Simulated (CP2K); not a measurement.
MnPt2:

```
Pt Mn
1.0
     2.85840    0.00000    0.00000
    -1.42920    2.47545    0.00000
     0.00000    0.00000    6.53250
Pt Mn
2 1
Direct
  0.66667 0.33333 0.31621
  0.33333 0.66667 0.68379
  0.00000 0.00000 0.00000
```

The cell comes from a database or a generator and needn't be the stable form of this composition.

Base run:

```yaml
Program: CP2K 2026.2
Functional: PBE
Potentials_or_basis: GTH_POTENTIALS Pt GTH-PBE-q18, Mn GTH-PBE-q15; TZVP-MOLOPT-SR-GTH basis
Density_cutoff: 6803 eV
k_mesh: 11 × 11 × 4
Occupations: fermi-dirac, width 0.05 eV
Spin: collinear spin, ferromagnetic start
Starting_moments: "[0.0, 0.0, 4.0] μB"
```

Its results: band gap on the k mesh none (metal or under the smearing width); pressure 0.3 GPa; net moment 4.67 μB per cell; site moments Pt +0.21; Mn +4.24 μB; largest force 0.120 eV/Å.

Question: The run is repeated on the same cell with these changes: functional from PBE to PBEsol; occupations from fermi-dirac, width 0.05 eV to fermi-dirac, width 0.01 eV. What comes out?

Answer: Band gap on the k mesh none (metal or under the smearing width); pressure -8.2 GPa; net moment 4.68 μB per cell; site moments Pt +0.24; Mn +4.19 μB; largest force 0.120 eV/Å.

Caveats: the basis of atomic orbitals isn't converged, which shifts pressures, moduli and gaps; the potentials were made for another functional, which shifts forces and pressure (some runs).

Not every run made on this cell is shown here.
